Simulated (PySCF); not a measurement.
# One shape, several levels: C2H3BClF (SMILES FB/C=C\Cl)

Wanted: a comparison of 5 runs (B3LYP/6-31G*, PBE/def2-TZVP, wB97X/pcseg-2, MP2/STO-3G, CCSD/cc-pVDZ) of C2H3BClF. Input form: a Python script.

The calculation is run with PySCF 2.14.0.

### Step 1. Starting point

C2H3BClF: 8 atoms, total charge 0, spin state singlet. SMILES: `FB/C=C\Cl`. The coordinates come from a GFN2-xTB relaxation. This is one conformer, not always the lowest.

Bond lengths: F1–B2 1.316 Å, B2–C3 1.551 Å, C3–C4 1.338 Å, C4–Cl5 1.705 Å, B2–H6 1.174 Å, C3–H7 1.083 Å, C4–H8 1.082 Å. Angles: F1–B2–C3 120.9°, B2–C3–C4 128.0°, C3–C4–Cl5 124.8°, F1–B2–H6 116.3°, C3–B2–H6 122.7°, B2–C3–H7 117.3°, C4–C3–H7 114.6°, C3–C4–H8 122.7°, Cl5–C4–H8 112.5°.

### Step 2. Energy and forces at B3LYP/6-31G(d) (Cartesian functions) (run 1)

job.py

```python
from pyscf import gto, dft

mol = gto.M(
    atom=[
    ('F', (-1.338680, 1.388340, 0.634130)),
    ('B', (-0.771580, 0.278440, 1.057900)),
    ('C', (0.258870, -0.476180, 0.178330)),
    ('C', (0.680350, -0.160500, -1.051190)),
    ('Cl', (0.150760, 1.191890, -1.944190)),
    ('H', (-1.089120, -0.094230, 2.124940)),
    ('H', (0.702360, -1.373690, 0.591040)),
    ('H', (1.407050, -0.754060, -1.590970)),
],
    cart=True,
    max_memory=1860,
    charge=0,
    basis='6-31g*',
    verbose=4,
)

mf = dft.RKS(mol, xc='b3lyp')
mf.grids.level = 5
mf.conv_tol = 1e-10
mf.kernel()
if not mf.converged:
    mf = mf.newton().run(mf.mo_coeff, mf.mo_occ)

etot = mf.e_tot
print('E = %.10f Eh' % etot)
grad = mf.nuc_grad_method().kernel()
mf.analyze()
```

Command:

```bash
$ OMP_NUM_THREADS=1 python job.py
```

Standard output:

```text
PySCF version 2.14.0

[... 96 lines left out ...]
One-electron Energy =                -1291.653305050744621
[... 9 lines left out ...]
MO #5   energy= -9.47772125375611  occ= 2
[... 7 lines left out ...]
MO #13  energy= -0.598866893594198 occ= 2
[... 7 lines left out ...]
MO #21  energy= -0.336318510525566 occ= 2
[... 7 lines left out ...]
MO #29  energy= 0.176583955887851  occ= 0
[... 7 lines left out ...]
MO #37  energy= 0.459895389857643  occ= 0
[... 7 lines left out ...]
MO #45  energy= 0.809323038799659  occ= 0
[... 7 lines left out ...]
MO #53  energy= 1.02884635397481   occ= 0
[... 7 lines left out ...]
MO #61  energy= 1.44242603213412   occ= 0
[... 7 lines left out ...]
MO #69  energy= 1.90368724179752   occ= 0
[... 7 lines left out ...]
MO #77  energy= 2.45942569726271   occ= 0
[... 7 lines left out ...]
MO #85  energy= 4.47678659775667   occ= 0
[... 57 lines left out ...]
pop of  3  C 3dxy         0.00210
pop of  3  C 3dxz         0.00197
pop of  3  C 3dyy         0.00131
pop of  3  C 3dyz         0.00227
pop of  3  C 3dzz         0.00086
pop of  4 Cl 1s           1.99999
pop of  4 Cl 2s           1.99969
pop of  4 Cl 3s           1.85552
pop of  4 Cl 4s           0.00644
pop of  4 Cl 2px          1.99995
pop of  4 Cl 2py          1.99993
pop of  4 Cl 2pz          1.99994
pop of  4 Cl 3px          1.86194
pop of  4 Cl 3py          1.49683
pop of  4 Cl 3pz          1.76011
pop of  4 Cl 4px          0.00287
pop of  4 Cl 4py          0.00751
pop of  4 Cl 4pz          0.00454
pop of  4 Cl 3dxx         0.00138
pop of  4 Cl 3dxy         0.00259
pop of  4 Cl 3dxz         0.00162
pop of  4 Cl 3dyy         0.00226
pop of  4 Cl 3dyz         0.00511
pop of  4 Cl 3dzz         0.00092
pop of  5  H 1s           1.00271
pop of  5  H 2s           0.00568
pop of  6  H 1s           0.86670
pop of  6  H 2s           0.00838
pop of  7  H 1s           0.85921
pop of  7  H 2s           0.01063
 ** Mulliken atomic charges  **
charge of    0F =     -0.24070
charge of    1B =      0.28745
charge of    2C =     -0.23831
charge of    3C =     -0.04596
charge of    4Cl =     -0.00916
charge of    5H =     -0.00839
charge of    6H =      0.12492
charge of    7H =      0.13015
Dipole moment(X, Y, Z, Debye):  1.19580, -1.59586, -0.04930
```

Wall time 31 s (1 thread of Arm Neoverse V1, shared host); peak memory 0.83 GiB.

### Step 3. Energy and forces at PBE/def2-TZVP (run 2)

calc.py

```python
import pyscf.grad
from pyscf import gto, dft

mol = gto.M(
    atom='''
F   -1.338680   1.388340   0.634130
B   -0.771580   0.278440   1.057900
C    0.258870  -0.476180   0.178330
C    0.680350  -0.160500  -1.051190
Cl   0.150760   1.191890  -1.944190
H   -1.089120  -0.094230   2.124940
H    0.702360  -1.373690   0.591040
H    1.407050  -0.754060  -1.590970
''',
    verbose=4,
    spin=0,
    max_memory=1860,
    basis='def2-tzvp',
)

mf = dft.RKS(mol, xc='pbe')
mf.conv_tol = 1e-10
mf.grids.level = 5
mf.kernel()
if not mf.converged:
    mf = mf.newton().run(mf.mo_coeff, mf.mo_occ)

energy = mf.e_tot
print('Final energy', energy)
grad = mf.Gradients().kernel()
dip = mf.dip_moment()
pop, q = mf.mulliken_pop()
```

Command:

```bash
$ OMP_NUM_THREADS=1 python calc.py
```

Standard output:

```text
PySCF version 2.14.0

[... 83 lines left out ...]
converged SCF energy = -662.604989998065
Final energy -662.6049899980649
[... 12 lines left out ...]
Dipole moment(X, Y, Z, Debye):  1.22130, -1.47645, -0.26504
[... 149 lines left out ...]
pop of  4 Cl 3dx2-y2      0.00411
pop of  4 Cl 4dxy         0.01071
pop of  4 Cl 4dyz         0.01374
pop of  4 Cl 4dz^2        0.00822
pop of  4 Cl 4dxz         0.00706
pop of  4 Cl 4dx2-y2      0.01122
pop of  4 Cl 4f-3         0.00075
pop of  4 Cl 4f-2         0.00124
pop of  4 Cl 4f-1         0.00109
pop of  4 Cl 4f+0         0.00067
pop of  4 Cl 4f+1         0.00025
pop of  4 Cl 4f+2         0.00129
pop of  4 Cl 4f+3         0.00087
pop of  5 H 1s            0.27206
pop of  5 H 2s            0.50589
pop of  5 H 3s            0.22859
pop of  5 H 2px           0.00146
pop of  5 H 2py           0.00169
pop of  5 H 2pz           0.00504
pop of  6 H 1s            0.27414
pop of  6 H 2s            0.47266
pop of  6 H 3s            0.11233
pop of  6 H 2px           0.00637
pop of  6 H 2py           0.01049
pop of  6 H 2pz           0.00570
pop of  7 H 1s            0.27617
pop of  7 H 2s            0.46817
pop of  7 H 3s            0.08757
pop of  7 H 2px           0.00872
pop of  7 H 2py           0.00705
pop of  7 H 2pz           0.00624
 ** Mulliken atomic charges  **
charge of    0F =     -0.18486
charge of    1B =      0.22976
charge of    2C =     -0.23342
charge of    3C =     -0.03282
charge of    4Cl =     -0.02832
charge of    5H =     -0.01473
charge of    6H =      0.11831
charge of    7H =      0.14609
```

It took 1.9 min on 1 thread of Arm Neoverse V1, shared host; peak memory 2.5 GiB.

Runs 3 to 4 aren't shown in full; the table further down has their settings and results.

### Step 4. The energy at CCSD/cc-pVDZ (run 5)

start.xyz

```xyz
8
C2H3BClF
F     -1.338680     1.388340     0.634130
B     -0.771580     0.278440     1.057900
C      0.258870    -0.476180     0.178330
C      0.680350    -0.160500    -1.051190
Cl     0.150760     1.191890    -1.944190
H     -1.089120    -0.094230     2.124940
H      0.702360    -1.373690     0.591040
H      1.407050    -0.754060    -1.590970
```

job.py

```python
from pyscf import gto, cc

mol = gto.Mole()
mol.atom = 'start.xyz'
mol.basis = 'cc-pvdz'
mol.charge = 0
mol.verbose = 4
mol.max_memory = 1860
mol.build()

mf = mol.RHF()
mf.conv_tol = 1e-10
mf.kernel()
if not mf.converged:
    mf = mf.newton().run(mf.mo_coeff, mf.mo_occ)

mycc = cc.CCSD(mf, frozen=9)
mycc.kernel()
e_tot = mycc.e_tot
print('E = %.10f Eh' % e_tot)
mf.analyze()
```

Command:

```bash
$ OMP_NUM_THREADS=1 python job.py
```

Standard output:

```text
PySCF version 2.14.0

[... 101 lines left out ...]
Two-electron Coulomb Energy =          492.140812723186457
[... 10 lines left out ...]
MO #8   energy= -8.03465271421969  occ= 2
[... 8 lines left out ...]
MO #17  energy= -0.656774616377262 occ= 2
[... 8 lines left out ...]
MO #26  energy= 0.21341157361004   occ= 0
[... 8 lines left out ...]
MO #35  energy= 0.578891263693574  occ= 0
[... 8 lines left out ...]
MO #44  energy= 0.81269699327897   occ= 0
[... 8 lines left out ...]
MO #53  energy= 1.0352197178404    occ= 0
[... 8 lines left out ...]
MO #62  energy= 1.55148956556639   occ= 0
[... 8 lines left out ...]
MO #71  energy= 1.89556558781062   occ= 0
[... 8 lines left out ...]
MO #80  energy= 2.57756682407722   occ= 0
[... 8 lines left out ...]
MO #89  energy= 4.52693618859573   occ= 0
[... 61 lines left out ...]
pop of  4 Cl 4s           0.00357
pop of  4 Cl 2px          2.00000
pop of  4 Cl 2py          2.00000
pop of  4 Cl 2pz          2.00000
pop of  4 Cl 3px          1.88239
pop of  4 Cl 3py          1.51488
pop of  4 Cl 3pz          1.77062
pop of  4 Cl 4px          0.00231
pop of  4 Cl 4py          0.00470
pop of  4 Cl 4pz          0.00321
pop of  4 Cl 3dxy         0.00305
pop of  4 Cl 3dyz         0.00732
pop of  4 Cl 3dz^2        0.00104
pop of  4 Cl 3dxz         0.00201
pop of  4 Cl 3dx2-y2      0.00410
pop of  5 H 1s            1.02678
pop of  5 H 2s            0.00662
pop of  5 H 2px           0.00043
pop of  5 H 2py           0.00043
pop of  5 H 2pz           0.00281
pop of  6 H 1s            0.87915
pop of  6 H 2s            0.00954
pop of  6 H 2px           0.00051
pop of  6 H 2py           0.00152
pop of  6 H 2pz           0.00047
pop of  7 H 1s            0.86271
pop of  7 H 2s            0.01324
pop of  7 H 2px           0.00119
pop of  7 H 2py           0.00095
pop of  7 H 2pz           0.00072
 ** Mulliken atomic charges  **
charge of    0F =     -0.32743
charge of    1B =      0.43469
charge of    2C =     -0.26407
charge of    3C =      0.00957
charge of    4Cl =     -0.04568
charge of    5H =     -0.03707
charge of    6H =      0.10881
charge of    7H =      0.12119
Dipole moment(X, Y, Z, Debye):  1.35421, -2.01445,  0.21709
```

It took 23 s on 1 thread of Arm Neoverse V1, shared host; peak memory 0.47 GiB.

### Step 5. Overview of the runs

| run | level | Cartesian functions | integration grid | energy (Eh) | dipole moment (D) of the reference | HOMO energy (eV) | LUMO energy (eV) | wall time |
| --- | --- | --- | --- | --- | --- | --- | --- | --- |
| 1 | B3LYP/6-31G* (Cartesian functions) | yes | 5 | -662.935998 | 1.99 | -7.47 | -1.81 | 31 s |
| 2 | PBE/def2-TZVP | no | 5 | -662.604990 | 1.93 | -6.84 | -2.92 | 1.9 min |
| 3 | wB97X/pcseg-2 | no | 5 | -662.987034 | 2.16 | -10.26 | 0.12 | 6 min |
| 4 | MP2/STO-3G | no | – | -653.743368 | 2.12 | -8.84 | 5.26 | 1.9 s |
| 5 | CCSD/cc-pVDZ | no | – | -661.852910 | 2.44 | -10.33 | 1.84 | 23 s |

### Step 6. Outcome

| quantity | value |
| --- | --- |
| run 5: total energy | -661.85291 Eh |
| run 5: dipole moment (Hartree–Fock density) | 2.44 D |
| run 5: HOMO energy (Hartree–Fock orbitals) | -10.33 eV |
| run 5: LUMO energy (Hartree–Fock orbitals) | 1.84 eV |
| run 5: HOMO–LUMO gap (Hartree–Fock orbitals) | 12.17 eV |
| run 5: correlation energy (9 core orbitals frozen) | -702.4 mEh |
| run 5: T1 diagnostic | 0.013 |

What this shows: Over runs 1, 2, 3 the dipole moment (its size) runs from 1.93 D (PBE/def2-TZVP) to 2.16 D (wB97X/pcseg-2). The two ends differ in method and basis. Over runs 1, 2, 3 the HOMO–LUMO gap runs from 3.91 eV (PBE/def2-TZVP) to 10.37 eV (wB97X/pcseg-2). Totals of different functionals can't be ranked against each other. In run 4 the basis is minimal, so the values are rough. All runs together took 8.8 min, the longest 6 min.
